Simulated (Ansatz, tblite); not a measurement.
# (H2Ga-mu-NH2)3 (Ga₃N₃H₁₂): which spin state is lowest

Is the singlet the ground state of (H2Ga-mu-NH2)3 (Ga₃N₃H₁₂)? Other spin states are computed and compared level by level.

Method: as each input shows; program: Ansatz 0.2.0, Gaussian basis.

The runs, in order: triplet, at the geometry of the singlet (GFN1-xTB, GFN2-xTB, PBE0-D4/def2-TZVP, PBE-D4/def2-TZVP, r2SCAN-D4/def2-TZVP); the singlet's energies come from earlier runs.

2 further runs of the same task are left out: 2 set aside as unsound or not needed.

### 1 The relaxed structure

The geometry is that of the singlet, from an earlier relaxation (B3LYP-D4/def2-SVP).

18 atoms, charge 0, spin multiplicity 1.

Bond lengths: Ga1–H2 1.575 Å, Ga1–H3 1.575 Å, Ga1–N4 2.022 Å, Ga1–N12 2.023 Å, N4–Ga5 2.019 Å, N4–H13 1.023 Å, N4–H14 1.024 Å, Ga5–H6 1.576 Å, Ga5–H7 1.577 Å, Ga5–N8 2.025 Å, N8–Ga9 2.024 Å, N8–H15 1.023 Å, N8–H16 1.023 Å, Ga9–H10 1.577 Å, Ga9–H11 1.576 Å, Ga9–N12 2.018 Å, N12–H17 1.024 Å, N12–H18 1.023 Å. Angles: H2–Ga1–H3 124.4°, H2–Ga1–N4 109.2°, H2–Ga1–N12 106.3°, H3–Ga1–N4 106.5°, H3–Ga1–N12 109.3°, N4–Ga1–N12 98.2°, Ga1–N4–Ga5 115.7°, Ga1–N4–H13 108.0°, Ga1–N4–H14 109.6°, Ga5–N4–H13 107.9°, Ga5–N4–H14 110.1°, H13–N4–H14 104.9°, N4–Ga5–H6 107.7°, N4–Ga5–H7 108.6°, N4–Ga5–N8 99.3°, H6–Ga5–H7 124.2°, H6–Ga5–N8 105.9°, H7–Ga5–N8 108.3° and more.

### 2 Triplet at the fixed geometry, GFN1-xTB

Tight binding, by tblite at 300 K electronic temperature and without a spin-polarisation term:

```python
tblite.interface.Calculator('GFN1-xTB', numbers, positions, charge=0, uhf=2).singlepoint()
```

Energy -541.4566 eV; 0.024 s.

### 3 Triplet at the fixed geometry, GFN2-xTB

Tight binding, by tblite at 300 K electronic temperature and without a spin-polarisation term:

```python
tblite.interface.Calculator('GFN2-xTB', numbers, positions, charge=0, uhf=2).singlepoint()
```

Energy -497.6805 eV; 0.02 s.

### 4 Triplet at the fixed geometry, PBE0-D4/def2-TZVP

File in.yaml:

```yaml
crystal:
  periodic: [false, false, false]
  atoms:
    - {symbol: Ga, position_ang: [1.953510, -0.552582, -0.516554]}
    - {symbol: H, position_ang: [2.146039, -1.751345, -1.520203]}
    - {symbol: H, position_ang: [3.135083, 0.263814, 0.130067]}
    - {symbol: N, position_ang: [0.698530, 0.805986, -1.334904]}
    - {symbol: Ga, position_ang: [-0.385586, 1.897001, -0.027269]}
    - {symbol: H, position_ang: [0.500548, 2.127780, 1.255713]}
    - {symbol: H, position_ang: [-1.116518, 3.049642, -0.817899]}
    - {symbol: N, position_ang: [-1.765164, 0.509548, 0.494330]}
    - {symbol: Ga, position_ang: [-1.210564, -1.435803, 0.433130]}
    - {symbol: H, position_ang: [-1.958929, -2.206634, 1.587733]}
    - {symbol: H, position_ang: [-1.264127, -1.853669, -1.085912]}
    - {symbol: N, position_ang: [0.730620, -1.229379, 0.946477]}
    - {symbol: H, position_ang: [1.255776, 1.453664, -1.897555]}
    - {symbol: H, position_ang: [0.078783, 0.342413, -2.004706]}
    - {symbol: H, position_ang: [-2.589932, 0.619663, -0.101002]}
    - {symbol: H, position_ang: [-2.097510, 0.733671, 1.436014]}
    - {symbol: H, position_ang: [0.814319, -0.630345, 1.772310]}
    - {symbol: H, position_ang: [1.075101, -2.143435, 1.250231]}
basis:
  gaussian: {orbitals: def2-TZVP}
magnetization: {spin_polarized: true, initial_magnetization: 2}
hamiltonian: {xc: pbe0, dispersion: d4}
scf: {omitted_lower_state_checks: [starts]}
output: {orbitals: {seedname: orbitals}}
```

Command:

```bash
ansatz run in.yaml --threads 2 --pin off --events-out ev --progress --plain --max-ram 22528MiB --backend cuda --devices 0, --max-vram 18GiB
```

The log of the run:

```text
Functional definition: PBE0
  name "PBE0"
  cite "Adamo & Barone, J. Chem. Phys. 110, 6158 (1999) doi:10.1063/1.478522"
  cite "Perdew, Burke & Ernzerhof, Phys. Rev. Lett. 77, 3865 (1996) doi:10.1103/PhysRevLett.77.3865"
  parent pbe
  parameter a = 0.25
  parameter kappa = 0.804
  parameter beta = 0.06672455060314922
  exchange = (1 - a)*pbe_x(kappa = kappa, mu = beta*pi^2/3) + a*exact_x
  correlation = pbe_c(beta = beta)
these checks for a lower state are left out or cut short: starts
2232 factors; their error is unknown
mean field evaluation 1: about -161752.4844 eV, gradient 7.4e1 eV
mean field evaluation 2: about -161701.2698 eV, gradient 1.2e2 eV
mean field evaluation 4: about -161766.1568 eV, gradient 2.6e1 eV
mean field evaluation 8: about -161772.1267 eV, gradient 1.0e0 eV
mean field evaluation 16: about -161772.1906 eV, gradient 5.2e-2 eV
mean field evaluation 32: about -161772.7446 eV, gradient 1.1e-3 eV
mean field -161772.74462272 eV, -5945.0387113804 hartree, gradient 9.1e-6 eV, S^2 2.009205; 0 other end points of the search recorded, 0 dependent functions left out
reference -161772.74467206 eV, -5945.0387131935 hartree; 64, 62 occupied and 245, 247 virtual orbitals, 2232 factors
Total energy: -161773.28064142 eV, -5945.0584097041 hartree
Checks for a lower state left out: starts
```

It took 5.5 s on 1 × H100 (card shared with other runs) with 2 threads of AMD EPYC 7R13, shared host; peak host memory 1.1 GiB.

Report: HOMO -1.78 eV, LUMO -6.85 eV (over both spins; with the spin held, an empty level of the minority spin lies below the top filled one); ⟨S²⟩ 2.009 (pure: 2.00).

### 5 Triplet at the fixed geometry, PBE-D4/def2-TZVP

start.molden holds the orbitals of an earlier run on this state, given as this run's starting guess.

in.yaml: that of step 4 with these lines changed.

```diff
@@ -22,5 +22,5 @@
 basis:
-  gaussian: {orbitals: def2-TZVP}
+  gaussian: {orbitals: def2-TZVP, initial_orbitals: start.molden}
 magnetization: {spin_polarized: true, initial_magnetization: 2}
-hamiltonian: {xc: pbe0, dispersion: d4}
+hamiltonian: {xc: pbe, dispersion: d4}
 scf: {omitted_lower_state_checks: [starts]}
```

The command is unchanged.

The log of the run:

```text
Functional definition: PBE
  name "PBE"
  cite "Perdew, Burke & Ernzerhof, Phys. Rev. Lett. 77, 3865 (1996) doi:10.1103/PhysRevLett.77.3865"
  parent pbe
  parameter kappa = 0.804
  parameter beta = 0.06672455060314922
  exchange = pbe_x(kappa = kappa, mu = beta*pi^2/3)
  correlation = pbe_c(beta = beta)
these checks for a lower state are left out or cut short: starts
2097 factors; their error is unknown
mean field evaluation 1: about -161769.2386 eV, gradient 1.1e1 eV
mean field evaluation 2: about -161769.5725 eV, gradient 6.3e-1 eV
mean field evaluation 4: about -161769.5714 eV, gradient 3.3e-1 eV
mean field evaluation 8: about -161769.5743 eV, gradient 1.9e-2 eV
mean field -161769.57432098 eV, -5944.9222049403 hartree, gradient 9.7e-6 eV, S^2 2.002730; 0 other end points of the search recorded, 0 dependent functions left out
reference -161769.57438800 eV, -5944.9222074032 hartree; 64, 62 occupied and 245, 247 virtual orbitals, 2097 factors
Total energy: -161770.19548599 eV, -5944.9450323335 hartree
Checks for a lower state left out: starts
```

It took 3.3 s on 1 × H100 (card shared with other runs) with 2 threads of AMD EPYC 7R13, shared host; peak host memory 1 GiB.

HOMO -1.26 eV, LUMO -6.96 eV (over both spins; with the spin held, an empty level of the minority spin lies below the top filled one); ⟨S²⟩ 2.003 (pure: 2.00).

### 6 Triplet at the fixed geometry, r2SCAN-D4/def2-TZVP

in.yaml: that of step 5 with these lines changed.

```diff
@@ -24,3 +24,3 @@
 magnetization: {spin_polarized: true, initial_magnetization: 2}
-hamiltonian: {xc: pbe, dispersion: d4}
+hamiltonian: {xc: r2scan, dispersion: d4}
 scf: {omitted_lower_state_checks: [starts]}
```

The command is unchanged.

The log of the run, shortened:

```text
Functional definition: r2SCAN
  name "r2SCAN"
  cite "Furness, Kaplan, Ning, Perdew & Sun, J. Phys. Chem. Lett. 11, 8208 (2020) doi:10.1021/acs.jpclett.0c02405"
  cite "Furness, Kaplan, Ning, Perdew & Sun, J. Phys. Chem. Lett. 11, 9248 (2020) doi:10.1021/acs.jpclett.0c03077"
  parent r2scan
[...]
2097 factors; their error is unknown
[...]
mean field -161795.99689465 eV, -5945.8932166127 hartree, gradient 3.4e-6 eV, S^2 2.006521; 0 other end points of the search recorded, 0 dependent functions left out
reference -161795.99691838 eV, -5945.8932174850 hartree; 64, 62 occupied and 245, 247 virtual orbitals, 2097 factors
Total energy: -161796.15176927 eV, -5945.8989081500 hartree
Checks for a lower state left out: starts
```

Run time: 4.8 s. Hardware: 1 × H100 (card shared with other runs) with 2 threads of AMD EPYC 7R13, shared host; peak host memory 1.1 GiB.

HOMO -1.27 eV, LUMO -7.15 eV (over both spins; with the spin held, an empty level of the minority spin lies below the top filled one); ⟨S²⟩ 2.007 (pure: 2.00).

### 7 Triplet less singlet, vertical

The singlet's energies are those of its earlier runs, whose logs aren't repeated here.

```csv
level,"triplet less singlet, vertical (kJ/mol)",time
GFN1-xTB,+663.3,0.039 s
GFN2-xTB,+676.6,0.029 s
PBE-D4/def2-TZVP,+552.5,5.1 s
r2SCAN-D4/def2-TZVP,+592.8,6.6 s
PBE0-D4/def2-TZVP,+625.6,7.1 s
```

Times add the two runs; a level without a time comes out of a correlated run. Tight binding without a spin term can't rank spin states.

### 8 Summary of results

| quantity | value |
| --- | --- |
| triplet less singlet, vertical, functionals in def2-TZVP | +552.5 (PBE-D4) to +625.6 kJ/mol (PBE0-D4) |

What this shows: All functionals put the triplet above the singlet, over a spread of 73.1 kJ/mol. The checks for a lower triplet were left out, so another state of that spin may lie lower. These are electronic energies, without zero-point motion, entropy or surroundings.
